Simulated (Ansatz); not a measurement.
# C₂H₆OSi: how energies converge with the basis set

One table from this session's results is given with a row withheld; the runs are named, their logs left out.

Method: one geometry, several basis sets; program: Ansatz 0.2.0, Gaussian basis.

Plan: PBE0-D4/def2-SVP; ωB97M-V/def2-SVP; PBE0-D4/def2-QZVPP; ωB97M-V/def2-QZVPP; the functionals' def2-TZVPP values are taken from earlier runs.

### The geometry

All runs share one geometry, relaxed beforehand with PBE0-D4 in a triple-zeta def2 set.

SMILES `O=CC[SiH3]`, 10 atoms, charge 0, spin multiplicity 1.

Atoms are counted from 1 here; the program's logs count them from 0.

Bond lengths: O1–C2 1.202 Å, C2–C3 1.497 Å, C2–H5 1.111 Å, C3–Si4 1.889 Å, C3–H6 1.097 Å, C3–H7 1.097 Å, Si4–H8 1.483 Å, Si4–H9 1.488 Å, Si4–H10 1.483 Å. Angles: O1–C2–C3 123.9°, O1–C2–H5 120.1°, C3–C2–H5 116.0°, C2–C3–Si4 112.7°, C2–C3–H6 108.4°, C2–C3–H7 108.4°, Si4–C3–H6 111.1°, Si4–C3–H7 111.1°, H6–C3–H7 104.7°, C3–Si4–H8 110.6°, C3–Si4–H9 107.7°, C3–Si4–H10 110.6°, H8–Si4–H9 108.7°, H8–Si4–H10 110.4°, H9–Si4–H10 108.7°.

Set-up of the first run:

in.yaml reads:

```yaml
crystal:
  periodic: [false, false, false]
  atoms:
    - {symbol: O, position_ang: [-1.496659, -0.090831, -1.387141]}
    - {symbol: C, position_ang: [-0.617362, 0.708668, -1.207707]}
    - {symbol: C, position_ang: [0.404899, 0.595346, -0.120463]}
    - {symbol: Si, position_ang: [0.168168, -0.944850, 0.946746]}
    - {symbol: H, position_ang: [-0.528734, 1.596611, -1.870047]}
    - {symbol: H, position_ang: [1.401726, 0.609206, -0.579209]}
    - {symbol: H, position_ang: [0.366302, 1.507786, 0.488035]}
    - {symbol: H, position_ang: [0.299921, -2.173314, 0.126780]}
    - {symbol: H, position_ang: [1.236012, -0.945984, 1.983329]}
    - {symbol: H, position_ang: [-1.151275, -0.913837, 1.622677]}
basis:
  gaussian: {orbitals: def2-SVP}
hamiltonian: {xc: pbe0, dispersion: d4}
output: {orbitals: {seedname: orbitals}}
```

Run with:

```console
ansatz run in.yaml --threads 2 --pin off --events-out ev --progress --plain --max-ram 4352MiB
```

Among the steps run: PBE0-D4 in def2-SVP; ωB97M-V in def2-SVP; PBE0-D4 in def2-QZVPP; ωB97M-V in def2-QZVPP.

One of the session's tables, all rows but one given; the rest of the session is left out.

It belongs to the step «Density functionals: the series». 

| functional | basis | HOMO (eV) |
| --- | --- | --- |
| PBE0-D4 | def2-SVP | -7.61 |
| PBE0-D4 | def2-TZVPP | ? |
| PBE0-D4 | def2-QZVPP | -7.73 |
| ωB97M-V | def2-SVP | -10.00 |
| ωB97M-V | def2-TZVPP | -10.11 |
| ωB97M-V | def2-QZVPP | -10.13 |

**Question.** Estimate the row for PBE0-D4, def2-TZVPP.

The run gave: HOMO (eV): -7.70. In the column «HOMO (eV)» it lies between PBE0-D4, def2-QZVPP (-7.73) and PBE0-D4, def2-SVP (-7.61).
